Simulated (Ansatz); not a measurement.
**SnH2F (SMILES [F][SnH2]) at UCCSD/def2-TZVPP (core potential)**

Aim: the vertical ionisation energy of SnH2F at UCCSD/def2-TZVPP (core potential), from 2 runs. 

Program for the calculation: Ansatz 0.2.0.

36 further runs of the same task are left out: 36 set aside as unsound or not needed.

### 1 The system as given

The species is SnH2F (4 atoms), meant as a doublet with charge 0. SMILES: `[F][SnH2]`. The shape is that of a PBE0-D4/def2-TZVP optimisation.

Bond lengths: F1–Sn2 1.932 Å, Sn2–H3 1.726 Å, Sn2–H4 1.726 Å. Angles: F1–Sn2–H3 103.3°, F1–Sn2–H4 103.3°, H3–Sn2–H4 113.3°.

### 2 A single-point energy at UCCSD/def2-TZVPP (core potential)

The input, input.yaml:

```yaml
crystal:
  periodic: [false, false, false]
  atoms:
    - {symbol: F, position_ang: [-1.552600, -0.190000, 0.640700]}
    - {symbol: Sn, position_ang: [0.028300, -0.242200, -0.468300]}
    - {symbol: H, position_ang: [1.184100, -1.054400, 0.524100]}
    - {symbol: H, position_ang: [0.395700, 1.426200, -0.716700]}
basis:
  gaussian: {orbitals: def2-TZVPP}
scf: {omitted_lower_state_checks: [cluster_reference, increment]}
magnetization: {spin_polarized: true, initial_magnetization: 1}
correlation: {method: ccsd, frozen_orbitals: {F: 1, H: 0, Sn: 4}}
accuracy: high
```

Launch:

```bash
ansatz run input.yaml --threads 1 --pin off --max-ram 3480MiB --events-out events.jsonl --progress --plain --runs-dir runs
```

Output, cut to the lines that bear on the results:

```text
Warning: RAYON_NUM_THREADS=1 ignored (pool sized by the plan → 1); use --threads N
Functional definition: HF
  name "HF"
[...]
1918 factors; integrals over basis functions are off by at most 3.5e-9 eV
[...]
mean field -8544.14411236 eV, -313.9915047003 hartree, gradient 7.6e-8 eV, S^2 0.756309; 0 other end points of the search recorded, 0 dependent functions left out
5 core orbitals not correlated: weight in the atoms' cores, before any rotation towards them, 1.000 or more for the frozen orbitals, at most 0.000 for the correlated occupied ones
reference -8544.14411236 eV, -313.9915047003 hartree; 12, 11 occupied and 92, 93 virtual orbitals, 1918 factors
second order -15.31464863 eV of doubles, -0.00000000 eV of singles
cycle   1  -15.01370181 eV  change    3.0e-1 eV  update   1.0e-1
[...]
cycle  24  -15.48044937 eV  change   3.1e-11 eV  update   1.8e-9
Total energy: -8559.62456172 eV, -314.5604007214 hartree
Checks for a lower state left out: cluster_reference, increment
```

It took 95 s on 1 thread of Arm Neoverse V1, shared host; peak memory 1.9 GiB.

### 3 The singlet cation

The input, run.yaml:

```yaml
crystal:
  periodic: [false, false, false]
  atoms:
    - {symbol: F, position_ang: [-1.552600, -0.190000, 0.640700]}
    - {symbol: Sn, position_ang: [0.028300, -0.242200, -0.468300]}
    - {symbol: H, position_ang: [1.184100, -1.054400, 0.524100]}
    - {symbol: H, position_ang: [0.395700, 1.426200, -0.716700]}
basis:
  gaussian:
    orbitals: def2-TZVPP
accuracy: high
scf:
  omitted_lower_state_checks: [cluster_reference, increment]
correlation:
  method: ccsd
  frozen_orbitals: {F: 1, H: 0, Sn: 4}
total_charge: 1
```

Launch:

```bash
ansatz run run.yaml --threads 1 --pin off --max-ram 3480MiB --events-out events.jsonl --progress --plain --runs-dir runs
```

Output, cut to the lines that bear on the results:

```text
Warning: RAYON_NUM_THREADS=1 ignored (pool sized by the plan → 1); use --threads N
[... 2 set-up lines as earlier in the session ...]
[...]
1918 factors; integrals over basis functions are off by at most 3.5e-9 eV
[...]
mean field -8535.28213051 eV, -313.6658328741 hartree, gradient 1.6e-8 eV, S^2 0.000000; 0 other end points of the search recorded, 0 dependent functions left out
5 core orbitals not correlated: weight in the atoms' cores, before any rotation towards them, 1.000 or more for the frozen orbitals, at most 0.000 for the correlated occupied ones
reference -8535.28213051 eV, -313.6658328741 hartree; 11, 11 occupied and 93, 93 virtual orbitals, 1918 factors
second order -15.17198282 eV of doubles, -0.00000000 eV of singles
cycle   1  -14.78186066 eV  change    3.9e-1 eV  update   1.2e-1
[...]
cycle  26  -15.32634664 eV  change  -2.7e-10 eV  update  7.7e-10
Total energy: -8550.60847715 eV, -314.2290657247 hartree
Checks for a lower state left out: cluster_reference, increment
```

Wall time 28 s (1 thread of Arm Neoverse V1, shared host); peak memory 0.87 GiB.

### 4 Results

Level: UCCSD/def2-TZVPP (core potential), 5 core orbitals frozen.

```
                                                   quantity          value
                                doublet SnH2F: total energy  -314.56040 Eh
 doublet SnH2F: correlation energy (5 core orbitals frozen)     -568.9 mEh
           doublet SnH2F: ⟨S²⟩ of the reference determinant          0.756
                               doublet SnH2F: T1 diagnostic          0.017
                               singlet cation: total energy  -314.22907 Eh
singlet cation: correlation energy (5 core orbitals frozen)     -563.2 mEh
                              singlet cation: T1 diagnostic          0.021
         vertical ionisation energy (to the singlet cation)       9.016 eV
```

What this shows: The vertical ionisation energy comes to 9.02 eV (208 kcal/mol). Only the singlet of the ionised species was computed; a triplet could lie lower. The T1 diagnostic (singlet cation) of 0.021 is above the customary mark for such species, so a single reference may not serve.
